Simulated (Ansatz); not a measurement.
**GaSi (quartet): correlated methods under varied settings at distance Si1–Ga2 = 2.700 Å**

Aim: run GaSi (quartet) at one geometry under a spread of methods and options, and see what each costs and gives.

Computed with Ansatz 0.2.0, Gaussian basis. Level: the settings change from run to run.

23 further runs of the same task are left out: 2 for a known fault of the program, 18 that didn't finish, 3 set aside as unsound or not needed. Runs told in other sessions of the task aren't counted.

## 1. The system

The geometry derives from a PBE0/def2-TZVP stationary point (not a proven minimum). One bond is set to the value named and the two fragments are kept rigid. No spin-orbit coupling is included. The filled d shell of Ga may be among the frozen orbitals whatever the setting's name suggests.

2 atoms, charge 0, spin multiplicity 4.

Atoms are counted from 1 here; the program's logs count them from 0.

Bond lengths: Si1–Ga2 2.700 Å.

As a file:

```
Si    0.0000    0.0000    0.0000
Ga    0.0000    0.0000    2.7000
```

## 2. NEVPT4(SD)(3,5)/cc-pVDZ

The input, in.yaml:

```yaml
crystal:
  periodic: [false, false, false]
  atoms:
    - {symbol: Si, position_ang: [0.000000, 0.000000, 0.000000]}
    - {symbol: Ga, position_ang: [0.000000, 0.000000, 2.700000]}
basis:
  gaussian: {orbitals: cc-pVDZ}
magnetization: {spin_polarized: false, initial_magnetization: 3}
correlation: {method: fic_nevpt4_sd, electrons: outside_noble_gas, active_space: {window: {electrons: 3, orbitals: 5}}}
accuracy: high
```

The run is started by

```bash
> ansatz run in.yaml --threads 1 --pin off --events-out ev --progress --plain --max-ram 2393MiB
```

The log of the run:

```text
Functional definition: HF
  name "HF"
  cite "Fock, Z. Phys. 61, 126 (1930) doi:10.1007/BF01340294"
  parent pbe
  exchange = exact_x
  correlation = 0
853 factors; integrals over basis functions are off by at most 4.4e-9 eV
mean field evaluation 1: about -60193.6846 eV, gradient 4.2e0 eV
mean field evaluation 2: about -60193.7250 eV, gradient 4.3e0 eV
mean field evaluation 4: about -60194.0653 eV, gradient 1.4e0 eV
mean field evaluation 8: about -60194.1000 eV, gradient 1.9e-1 eV
mean field evaluation 16: about -60194.1023 eV, gradient 3.6e-6 eV
mean field -60194.10233944 eV, -2212.0924599465 hartree, gradient 2.5e-8 eV, S^2 3.750000; 0 other end points of the search recorded, 0 dependent functions left out
reference -60194.10233944 eV, -2212.0924599465 hartree; 24, 21 occupied and 21, 24 virtual orbitals, 853 factors
state -60194.25020566 eV, -2212.0978939297 hartree
state -60194.25020566 eV, -2212.0978939297 hartree; corrected -60197.61260198 eV, -2212.2214597156 hartree
Total energy: -60197.61260198 eV, -2212.2214597156 hartree
```

It took 7.5 s on 1 thread of Arm Neoverse V1, shared host.

From the report: 4 determinants; active occupations 1.00, 0.99, 0.99, 0.01, 0.01.

## 3. CCSD(T)/cc-pVDZ

The input, in.yaml:

```yaml
crystal:
  periodic: [false, false, false]
  atoms:
    - {symbol: Si, position_ang: [0.000000, 0.000000, 0.000000]}
    - {symbol: Ga, position_ang: [0.000000, 0.000000, 2.700000]}
basis:
  gaussian: {orbitals: cc-pVDZ}
magnetization: {spin_polarized: true, initial_magnetization: 3}
hamiltonian: {xc: {name: B3LYP}}
correlation: {method: ccsd_t, electrons: outside_noble_gas}
scf: {lower_state_search: off}
output: {forces: true}
```

Launched as before.

The log of the run, shortened:

```text
Functional definition: B3LYP
  name "B3LYP"
  cite "Stephens, Devlin, Chabalowski & Frisch, J. Phys. Chem. 98, 11623 (1994) doi:10.1021/j100096a001"
  cite "Becke, Phys. Rev. A 38, 3098 (1988) doi:10.1103/PhysRevA.38.3098"
  cite "Lee, Yang & Parr, Phys. Rev. B 37, 785 (1988) doi:10.1103/PhysRevB.37.785"
  cite "Vosko, Wilk & Nusair, Can. J. Phys. 58, 1200 (1980) doi:10.1139/p80-159"
[...]
509 factors; integrals over basis functions are off by at most 8.8e-4 eV
[...]
mean field -60254.13126439 eV, -2214.2984822493 hartree, gradient 9.2e-6 eV, S^2 3.751788; 0 other end points of the search recorded, 0 dependent functions left out
19 core orbitals not correlated: weight in the atoms' cores, before any rotation towards them, 0.999 or more for the frozen orbitals, at most 0.000 for the correlated occupied ones
reference -60193.63876578 eV, -2212.0754239288 hartree; 5, 2 occupied and 21, 24 virtual orbitals, 509 factors
second order -2.84258033 eV of doubles, -0.17324652 eV of singles
cycle   1  -3.44345256 eV  change   -4.3e-1 eV  update   7.6e-2
[...]
cycle  13  -3.64413429 eV  change    4.5e-7 eV  update   6.2e-7
perturbative correction -0.16058102 eV, -0.0059012435 hartree
[...]
Total energy: -60197.44348109 eV, -2212.2152446374 hartree
Atom 0 at     0.000000     0.000000     0.000000 Å, force    -0.000000     0.000000     0.982123 eV/Å
Atom 1 at     0.000000     0.000000     2.700000 Å, force     0.000000    -0.000000    -0.982123 eV/Å
Dipole moment:     0.000000     0.000000     0.443534 e Å
Checks for a lower state left out: starts, cluster_reference, orbital_swaps, neighbouring_geometries, increment
```

Run time: 4.8 s. Hardware: 1 thread of Arm Neoverse V1, shared host.

From the report: ⟨S²⟩ of the determinant 3.752 (pure quartet: 3.75); correlation -3.8047 eV; T1 0.024; largest double amplitude 0.06. The orbitals are Kohn-Sham ones, so correlation energy and T1 don't compare with those on Hartree-Fock orbitals.

## 4. MP2 on UHF/def2-SVP

The input, in.yaml:

```yaml
crystal:
  periodic: [false, false, false]
  atoms:
    - {symbol: Si, position_ang: [0.000000, 0.000000, 0.000000]}
    - {symbol: Ga, position_ang: [0.000000, 0.000000, 2.700000]}
basis:
  gaussian: {orbitals: def2-SVP}
magnetization: {spin_polarized: true, initial_magnetization: 3}
correlation: {method: mp2, electrons: valence}
accuracy: high
```

Same command.

The log of the run, shortened:

```text
Functional definition: HF
  name "HF"
  cite "Fock, Z. Phys. 61, 126 (1930) doi:10.1007/BF01340294"
  parent pbe
[...]
781 factors; integrals over basis functions are off by at most 4.5e-9 eV
[...]
mean field -60185.61151303 eV, -2211.7804278311 hartree, gradient 1.4e-8 eV, S^2 3.766975; 4 other end points of the search recorded, 0 dependent functions left out
14 core orbitals not correlated: weight in the atoms' cores, before any rotation towards them, 1.000 or more for the frozen orbitals, at most 0.000 for the correlated occupied ones
reference -60185.61151303 eV, -2211.7804278311 hartree; 10, 7 occupied and 26, 29 virtual orbitals, 781 factors
second order -6.44808135 eV of doubles, -0.00000000 eV of singles
Total energy: -60192.05959438 eV, -2212.0173904500 hartree
```

Wall time 1.4 s (1 thread of Arm Neoverse V1, shared host).

From the report: ⟨S²⟩ of the determinant 3.767 (pure quartet: 3.75).

## 5. MRCISD+Q(relaxed)(5,4)/STO-3G

The input, in.yaml:

```yaml
crystal:
  periodic: [false, false, false]
  atoms:
    - {symbol: Si, position_ang: [0.000000, 0.000000, 0.000000]}
    - {symbol: Ga, position_ang: [0.000000, 0.000000, 2.700000]}
basis:
  gaussian: {orbitals: STO-3G}
magnetization: {spin_polarized: false, initial_magnetization: 3}
correlation: {method: fic_mrcisd_q_relaxed, electrons: outside_noble_gas, active_space: {window: {electrons: 5, orbitals: 4}}}
scf: {lower_state_search: light}
```

Same command.

The log of the run, shortened:

```text
Functional definition: HF
  name "HF"
  cite "Fock, Z. Phys. 61, 126 (1930) doi:10.1007/BF01340294"
  parent pbe
[...]
264 factors; integrals over basis functions are off by at most 7.0e-6 eV
[...]
mean field -59497.37054038 eV, -2186.4880385927 hartree, gradient 1.8e-6 eV, S^2 3.750000; 25 other end points of the search recorded, 0 dependent functions left out
reference -59497.37054038 eV, -2186.4880385927 hartree; 24, 21 occupied and 3, 6 virtual orbitals, 264 factors
state -59497.37054038 eV, -2186.4880385927 hartree
contracted CI cycle   1: correlation 0.00000000 eV, 0.0000000000 hartree, residual 5.34e0 eV
contracted CI cycle   2: correlation -1.36909925 eV, -0.0503134696 hartree, residual 1.21e0 eV
contracted CI cycle   3: correlation -1.51701877 eV, -0.0557494116 hartree, residual 9.14e-1 eV
contracted CI cycle   4: correlation -1.61461812 eV, -0.0593361215 hartree, residual 8.08e-1 eV
[...]
contracted CI cycle   5: correlation -1.95950673 eV, -0.0720105442 hartree, residual 2.27e-1 eV
contracted CI cycle   6: correlation -1.96192163 eV, -0.0720992900 hartree, residual 6.64e-2 eV
contracted CI cycle   7: correlation -1.96211676 eV, -0.0721064609 hartree, residual 1.59e-2 eV
contracted CI cycle   8: correlation -1.96213035 eV, -0.0721069604 hartree, residual 4.96e-3 eV
contracted CI cycle   9: correlation -1.96213203 eV, -0.0721070220 hartree, residual 2.38e-3 eV
contracted CI cycle  10: correlation -1.96213233 eV, -0.0721070331 hartree, residual 9.17e-4 eV
contracted CI cycle  11: correlation -1.96213238 eV, -0.0721070350 hartree, residual 3.35e-4 eV
state -59497.01138849 eV, -2186.4748400043 hartree; corrected -59499.45912436 eV, -2186.5647926384 hartree
state -59497.37054038 eV, -2186.4880385927 hartree; corrected -59499.51989733 eV, -2186.5670260039 hartree
WARN: 1 active orbitals are nearly empty or full. The corrections depend on them more than the energy does, and are more stable in an active space without them
Total energy: -59499.51989733 eV, -2186.5670260039 hartree
```

It took 11 s on 1 thread of Arm Neoverse V1, shared host.

From the report: 2 determinants; active occupations 2.00, 1.00, 1.00, 1.00. The report marks this result as in doubt.

## 6. CCSD on UHF/cc-pVDZ

The input, in.yaml:

```yaml
crystal:
  periodic: [false, false, false]
  atoms:
    - {symbol: Si, position_ang: [0.000000, 0.000000, 0.000000]}
    - {symbol: Ga, position_ang: [0.000000, 0.000000, 2.700000]}
basis:
  gaussian: {orbitals: cc-pVDZ}
magnetization: {spin_polarized: true, initial_magnetization: 3}
correlation: {method: ccsd, electrons: all, diis_vectors: 1}
accuracy: high
output: {forces: true}
```

The command is unchanged.

The log of the run, shortened:

```text
Functional definition: HF
  name "HF"
  cite "Fock, Z. Phys. 61, 126 (1930) doi:10.1007/BF01340294"
  parent pbe
[...]
853 factors; integrals over basis functions are off by at most 4.4e-9 eV
[...]
mean field -60194.17055660 eV, -2212.0949668810 hartree, gradient 3.1e-8 eV, S^2 3.766839; 6 other end points of the search recorded, 0 dependent functions left out
determinant -60194.17055660 eV, -2212.0949668810 hartree, with singles and doubles -60198.34843951 eV, -2212.2485012457 hartree
determinant -60192.39235075 eV, -2212.0296190213 hartree, with singles and doubles -60196.30341381 eV, -2212.1733479374 hartree
determinant -60192.24482362 eV, -2212.0241974992 hartree, with singles and doubles -60196.23911832 eV, -2212.1709851219 hartree
reference -60194.17055660 eV, -2212.0949668810 hartree; 24, 21 occupied and 21, 24 virtual orbitals, 853 factors
second order -3.38544179 eV of doubles, -0.00000000 eV of singles
cycle   1  -4.17744864 eV  change    4.3e-4 eV  update   1.5e-3
[...]
cycle  31  -4.17797769 eV  change   -2.0e-9 eV  update   2.1e-9
[...]
Total energy: -60198.34853429 eV, -2212.2485047291 hartree
Atom 0 at     0.000000     0.000000     0.000000 Å, force     0.000000    -0.000000     1.057630 eV/Å
Atom 1 at     0.000000     0.000000     2.700000 Å, force    -0.000000     0.000000    -1.057630 eV/Å
Dipole moment:     0.000000     0.000000     0.479661 e Å
```

Run time: 60 s. Hardware: 1 thread of Arm Neoverse V1, shared host; peak memory 0.39 GiB.

From the report: ⟨S²⟩ of the determinant 3.767 (pure quartet: 3.75); correlation -4.1780 eV; T1 0.015; largest double amplitude 0.07.

## 7. All runs side by side

Where basis and cores are those of an earlier FCI/cc-pVDZ run (-60197.7472 eV), and the records show the same count of frozen orbitals and kind of state, the miss against it is given; a blank cell means that this couldn't be shown. † marks a result that the program doubts.

| level | correlated | functions | energy (eV) | from FCI (meV) | time |
| --- | --- | --- | --- | --- | --- |
| NEVPT4(SD)(3,5)/cc-pVDZ | outside noble gas | 45 | -60197.6126 | 134.6 | 7.5 s |
| CCSD(T)/cc-pVDZ (on B3LYP orbitals) | outside noble gas | 45 | -60197.4435 | 303.7 | 4.8 s |
| MP2 on UHF/def2-SVP | valence | 50 | -60192.0596 |  | 1.4 s |
| MRCISD+Q(relaxed)(5,4)/STO-3G † | outside noble gas | 27 | -59499.5199 |  | 11 s |
| CCSD on UHF/cc-pVDZ | all | 45 | -60198.3485 |  | 60 s |

## 8. What came out

| quantity | value |
| --- | --- |
| runs | 5 |
| quickest | MP2 on UHF/def2-SVP, 1.4 s |
| slowest | CCSD on UHF/cc-pVDZ, 60 s |

What this shows: Total energies in different bases, with other cores or another treatment of relativity can't be set against each other. «valence» and «outside noble gas» are the program's key words; the logs give how many orbitals each freezes, and for Ga to Kr the 3d shell needn't follow the word's plain sense. CCSD on UHF/cc-pVDZ took 43 times as long as MP2 on UHF/def2-SVP; the jobs differ in more than the method. Among the correlated runs with a miss given, it spans +135 to +304 meV. Cores frozen from Kohn-Sham orbitals shift the total energy.
